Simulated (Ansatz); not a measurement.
# SiN2H5OF (SMILES N[Si](N)(O)F) at PBE-QIDH/cc-pVDZ

What is the energy change on altering one bond length of SiN2H5OF at PBE-QIDH/cc-pVDZ? 

Program for the calculation: Ansatz 0.2.0.

122 further runs of the same task are left out: 122 set aside as unsound or not needed. Runs told in other sessions of the task aren't counted.

**1. The system as given**

The species is SiN2H5OF (10 atoms), meant as a singlet with charge 0. As SMILES, `N[Si](N)(O)F`. The coordinates come from a PBE0-D4/def2-TZVP relaxation. This is one conformer, not always the lowest.

Bond lengths: N1–Si2 1.685 Å, Si2–N3 1.695 Å, Si2–O4 1.637 Å, Si2–F5 1.605 Å, N1–H6 1.004 Å, N1–H7 1.005 Å, N3–H8 1.005 Å, N3–H9 1.005 Å, O4–H10 0.958 Å. Some angles: N1–Si2–N3 109.0°, N1–Si2–O4 103.8°, N1–Si2–F5 116.8°, N3–Si2–O4 119.6°, N3–Si2–F5 102.6°, O4–Si2–F5 105.7°, Si2–N1–H6 122.0°, Si2–N1–H7 121.9°, Si2–N3–H8 121.3°, Si2–N3–H9 121.7°.

**2. A single-point energy at PBE-QIDH/cc-pVDZ**

The input, run.yaml:

```yaml
crystal:
  periodic: [false, false, false]
  atoms:
    - {symbol: N, position_ang: [-0.415800, 1.495400, -0.024800]}
    - {symbol: Si, position_ang: [0.063400, -0.096400, -0.298300]}
    - {symbol: "N", position_ang: [-0.488700, -1.065100, 0.977800]}
    - {symbol: O, position_ang: [1.671000, 0.022600, -0.585100]}
    - {symbol: F, position_ang: [-0.553900, -0.827100, -1.586600]}
    - {symbol: H, position_ang: [-1.328300, 1.723100, 0.327300]}
    - {symbol: H, position_ang: [0.046600, 2.272000, -0.464100]}
    - {symbol: H, position_ang: [-0.741200, -2.027100, 0.831100]}
    - {symbol: H, position_ang: [-0.238900, -0.873700, 1.932500]}
    - {symbol: H, position_ang: [2.068800, -0.674900, -1.106900]}
basis:
  gaussian: {orbitals: cc-pVDZ}
hamiltonian: {xc: {name: PBE-QIDH}}
correlation: {frozen_orbitals: {F: 1, H: 0, "N": 1, O: 1, Si: 5}}
accuracy: high
output: {orbitals: {seedname: orbitals}}
```

Command:

```sh
ansatz run run.yaml --threads 1 --pin off --max-ram 3480MiB --events-out events.jsonl --progress --plain --runs-dir runs
```

Log:

```text
Warning: RAYON_NUM_THREADS=1 ignored (pool sized by the plan → 1); use --threads N
Functional definition: PBE-QIDH
  name "PBE-QIDH"
  parameter a = 3^(-1/3)
  parameter c = 1/3
  exchange = (1 - a)*pbe_x + a*exact_x
  correlation = (1 - c)*pbe_c + c*(mp2_os + mp2_ss)
2290 factors; integrals over basis functions are off by at most 3.9e-9 eV
mean field evaluation 1: about -15676.5798 eV, gradient 5.9e1 eV
mean field evaluation 2: about -15676.6461 eV, gradient 5.9e1 eV
mean field evaluation 4: about -15682.7993 eV, gradient 2.3e0 eV
mean field evaluation 8: about -15682.8183 eV, gradient 3.5e-2 eV
mean field evaluation 16: about -15682.8183 eV, gradient 1.9e-5 eV
mean field -15682.81833459 eV, -576.3329436003 hartree, gradient 9.3e-8 eV, S^2 0.000000; 0 other end points of the search recorded, 0 dependent functions left out
9 core orbitals not correlated: weight in the atoms' cores, before any rotation towards them, 1.000 or more for the frozen orbitals, at most 0.000 for the correlated occupied ones
reference -15682.81833570 eV, -576.3329436408 hartree; 16, 16 occupied and 74, 74 virtual orbitals, 2290 factors
second order -24.57047584 eV of doubles, -0.00000000 eV of singles
Total energy: -15691.00849431 eV, -576.6339264183 hartree
```

It took 14 s on 1 thread of Arm Neoverse V2, shared host; peak memory 0.37 GiB.

**3. The distorted shape, same level**

The input, molecule.yaml:

```yaml
crystal:
  periodic: [false, false, false]
  atoms:
    - {symbol: "N", position_ang: [-0.893180, 2.332434, 0.601386]}
    - {symbol: Si, position_ang: [-0.413980, 0.740634, 0.327886]}
    - {symbol: "N", position_ang: [-0.966080, -0.228066, 1.603986]}
    - {symbol: O, position_ang: [1.193620, 0.859634, 0.041086]}
    - {symbol: F, position_ang: [-1.031280, 0.009934, -0.960414]}
    - {symbol: H, position_ang: [-1.805680, 2.560134, 0.953486]}
    - {symbol: H, position_ang: [-0.430780, 3.109034, 0.162086]}
    - {symbol: H, position_ang: [-1.218580, -1.190066, 1.457286]}
    - {symbol: H, position_ang: [-0.716280, -0.036666, 2.558686]}
    - {symbol: H, position_ang: [2.068800, -0.674900, -1.106900]}
basis:
  gaussian: {orbitals: cc-pVDZ}
hamiltonian: {xc: {name: PBE-QIDH}}
correlation: {frozen_orbitals: {F: 1, H: 0, "N": 1, O: 1, Si: 5}}
accuracy: high
output: {orbitals: {seedname: orbitals}}
```

Command:

```sh
ansatz run molecule.yaml --threads 1 --pin off --max-ram 3480MiB --events-out events.jsonl --progress --plain --runs-dir runs
```

Log (excerpt; [...] marks lines left out):

```text
Warning: RAYON_NUM_THREADS=1 ignored (pool sized by the plan → 1); use --threads N
[... 2 set-up lines as earlier in the session ...]
[...]
2289 factors; integrals over basis functions are off by at most 3.8e-9 eV
[...]
mean field -15676.32213980 eV, -576.0942128448 hartree, gradient 8.4e-8 eV, S^2 0.000000; 1 other end points of the search recorded, 0 dependent functions left out; unrestricted orbitals would lower it
9 core orbitals not correlated: weight in the atoms' cores, before any rotation towards them, 1.000 or more for the frozen orbitals, at most 0.000 for the correlated occupied ones
reference -15676.32214094 eV, -576.0942128867 hartree; 16, 16 occupied and 74, 74 virtual orbitals, 2289 factors
second order -26.59706511 eV of doubles, -0.00000000 eV of singles
Total energy: -15685.18782931 eV, -576.4200209250 hartree
```

Run time: 18 s. Hardware: 1 thread of Arm Neoverse V2, shared host; peak memory 0.43 GiB.

**4. What came out**

At PBE-QIDH/cc-pVDZ, 9 core orbitals frozen:

| quantity | value |
| --- | --- |
| first shape: total energy | -576.63393 Eh |
| first shape: HOMO energy (SCF part's orbitals) | -9.90 eV |
| first shape: LUMO energy (SCF part's orbitals) | 3.29 eV |
| first shape: HOMO–LUMO gap (SCF part's orbitals) | 13.18 eV |
| distorted shape: total energy | -576.42002 Eh |
| distorted shape: HOMO energy (SCF part's orbitals) | -9.71 eV |
| distorted shape: LUMO energy (SCF part's orbitals) | -3.26 eV |
| distorted shape: HOMO–LUMO gap (SCF part's orbitals) | 6.45 eV |
| energy change with the O4–H10 bond stretched from 0.958 to 2.107 Å | 5.821 eV |

In words: With the O4–H10 bond stretched from 0.958 to 2.107 Å the energy rises by 5.82 eV (562 kJ/mol). The first shape isn't relaxed at this level, so the change isn't measured from a minimum. A restricted reference can't describe the breaking bond well at this length. The restricted solution (distorted shape) is unstable to spin breaking: an unrestricted one lies lower.
